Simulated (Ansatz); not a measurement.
Runs of Ansatz 0.2.0 on NiMoIrPdW. It takes space group P3m1 (No. 156, trigonal). Conventional cell: a = 4.117 Å, b = 4.117 Å, c = 5.446 Å, α = 90.00°, β = 90.00°, γ = 120.00°. Ni (site symmetry 3m) has 3 Mo at 2.38 Å and 3 Ir at 2.69 Å as nearest neighbours. Mo (site symmetry 3m) is surrounded by 3 Ni at 2.38 Å and 3 Ir at 2.70 Å and 2 Pd at 2.72 to 2.73 Å. Pd (site symmetry 3m) has 3 W at 2.68 Å and 2 Mo at 2.72 to 2.73 Å and 3 Ir at 2.77 Å as nearest neighbours. Around Ir (site symmetry 3m) lie 2 W at 2.66 to 2.78 Å and 3 Ni at 2.69 Å and 3 Mo at 2.70 Å and 3 Pd at 2.77 Å. W (site symmetry 3m) has 2 Ir at 2.66 to 2.78 Å and 3 Pd at 2.68 Å and 3 Mo at 2.81 Å and 3 Ni at 2.82 Å as nearest neighbours. The cell was built by a generator and needn't be a form met in nature.

| potentials or basis | cutoff (eV) | gap on the mesh (eV) | pressure (GPa) | moment (μB) | largest force (eV/Å) |
| --- | --- | --- | --- | --- | --- |
| Ansatz NC with PseudoDojo standard (PBE files) | 1400 | none | 0.0 | 0.00 | 0.04 |
| SPMS NC | 925 | none | (a) | 0.00 | 0.04 |
| PseudoDojo standard (PBE files) | 1333 | none | 0.0 | 0.00 | 0.03 |
| Ansatz PAW earlier set | 1080 | none | 0.0 | 0.00 | 0.04 |
| JTH PAW | 2400 | none | 0.2 | 0.00 | 0.04 |

Alike in all rows: task single point; level PBE; spin collinear, ferromagnetic start; cell as given; k mesh 8 × 8 × 5; smearing fermi-dirac 0.05 eV.

Q: Fill in the values left out.

A: (a) 0.1.

A k mesh can miss the band edges, and the runs leave out spin-orbit coupling on Ir, Mo, Pd, W.

A gap of «none» marks a metal or a gap under the smearing width.

Not every run made on this cell is shown here.
